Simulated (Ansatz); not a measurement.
# CH₇MoN₃O: a ladder of functionals and wavefunction methods

An exercise on one series of results from a longer session: the logs are not shown, and one member is left open.

The runs use Ansatz 0.2.0, Gaussian basis; functionals in def2-TZVPP, the program's frozen cores in correlated methods.

The runs, in order: LDA (SPW92), PBE-D4, revPBE-D4, BLYP-D4, r2SCAN-D4, B97M-V, PBE0-D4, B3LYP-D4, r2SCANh-D4, r2SCAN0-D4, HSE06-D4, BHLYP-D4, CAM-B3LYP-D4, LC-ωPBE, ωB97X-V, ωB97M-V, B2PLYP, PBE-QIDH; CCSD(T)/def2-SVP; MP2/def2-TZVPP; MP2/def2-QZVPP; RPA on PBE.

### Structure used throughout

The geometry comes from an earlier relaxation with PBE0-D4 in a triple-zeta def2 set; it is a stationary point, not always the lowest conformer. Mo takes the def2 core potential; no spin-orbit term is included.

SMILES `C[O][Mo](=[NH])(=[NH])[NH2]`, 13 atoms, charge 0, spin multiplicity 1.

Atoms are counted from 1 here; the program's logs count them from 0.

Bond lengths: C1–O2 1.402 Å, C1–H7 1.094 Å, C1–H8 1.096 Å, C1–H9 1.096 Å, O2–Mo3 1.884 Å, Mo3–N4 1.731 Å, Mo3–N5 1.732 Å, Mo3–N6 1.941 Å, N4–H10 1.010 Å, N5–H11 1.010 Å, N6–H12 1.008 Å, N6–H13 1.008 Å. Angles: O2–C1–H7 108.8°, O2–C1–H8 111.5°, O2–C1–H9 110.9°, H7–C1–H8 108.8°, H7–C1–H9 108.3°, H8–C1–H9 108.5°, C1–O2–Mo3 127.9°, O2–Mo3–N4 107.7°, O2–Mo3–N5 108.8°, O2–Mo3–N6 111.8°, N4–Mo3–N5 113.9°, N4–Mo3–N6 108.0°, N5–Mo3–N6 106.7°, Mo3–N4–H10 154.9°, Mo3–N5–H11 154.8°, Mo3–N6–H12 122.9°, Mo3–N6–H13 123.1°, H12–N6–H13 111.4°.

The first run:

in.yaml reads:

```yaml
crystal:
  periodic: [false, false, false]
  atoms:
    - {symbol: C, position_ang: [-0.118321, -1.914449, 1.221685]}
    - {symbol: O, position_ang: [0.736393, -1.026764, 0.552024]}
    - {symbol: Mo, position_ang: [0.263974, 0.455105, -0.511558]}
    - {symbol: N, position_ang: [1.607187, 0.810599, -1.544375]}
    - {symbol: N, position_ang: [-1.198101, 0.087523, -1.364605]}
    - {symbol: N, position_ang: [-0.097642, 2.029520, 0.565073]}
    - {symbol: H, position_ang: [0.443221, -2.817953, 1.478390]}
    - {symbol: H, position_ang: [-0.973943, -2.195304, 0.596990]}
    - {symbol: H, position_ang: [-0.496611, -1.468900, 2.149256]}
    - {symbol: H, position_ang: [2.064378, 0.954194, -2.433287]}
    - {symbol: H, position_ang: [-1.764157, -0.054265, -2.189565]}
    - {symbol: H, position_ang: [-1.030565, 2.352030, 0.768299]}
    - {symbol: H, position_ang: [0.584590, 2.753864, 0.726474]}
basis:
  gaussian: {orbitals: def2-TZVPP}
hamiltonian: {xc: lda}
output: {orbitals: {seedname: orbitals}}
```

Launch:

```sh
> ansatz run in.yaml --threads 4 --pin off --events-out ev --progress --plain --max-ram 11315MiB
```

Among the steps run: LDA; PBE-D4 (GGA); revPBE-D4 (GGA); BLYP-D4 (GGA); r2SCAN-D4 (meta-GGA); B97M-V (meta-GGA); B3LYP-D4 (hybrid); r2SCANh-D4 (hybrid); r2SCAN0-D4 (hybrid); HSE06-D4 (hybrid); BHLYP-D4 (hybrid); CAM-B3LYP-D4 (range-separated); LC-ωPBE (range-separated); ωB97X-V (range-separated); ωB97M-V (range-separated); B2PLYP (double hybrid); PBE-QIDH (double hybrid).

One table of the session follows, with a row left open; its other results are not shown here.

It belongs to the step «Orbital energies across the functionals». 

| functional | HOMO (eV) | gap (eV) |
| --- | --- | --- |
| LDA (SPW92) | -6.03 | 4.11 |
| PBE-D4 | -5.84 | 4.11 |
| revPBE-D4 | -5.77 | 4.11 |
| BLYP-D4 | -5.72 | 4.09 |
| r2SCAN-D4 | -6.11 | 4.46 |
| B97M-V | ? | ? |
| PBE0-D4 | -7.15 | 6.20 |
| B3LYP-D4 | -6.92 | 5.75 |
| r2SCANh-D4 | -6.60 | 5.25 |
| r2SCAN0-D4 | -7.35 | 6.44 |
| HSE06-D4 | -6.75 | 5.42 |
| BHLYP-D4 | -8.36 | 8.31 |
| CAM-B3LYP-D4 | -8.49 | 8.60 |
| LC-ωPBE | -9.80 | 11.03 |
| ωB97X-V | -9.45 | 10.61 |
| ωB97M-V | -9.38 | 10.44 |

Q: Estimate the row for B97M-V from the others.

The run gave: HOMO (eV): -6.16; gap (eV): 4.56. In the column «HOMO (eV)» it lies between r2SCANh-D4 (-6.60) and r2SCAN-D4 (-6.11).
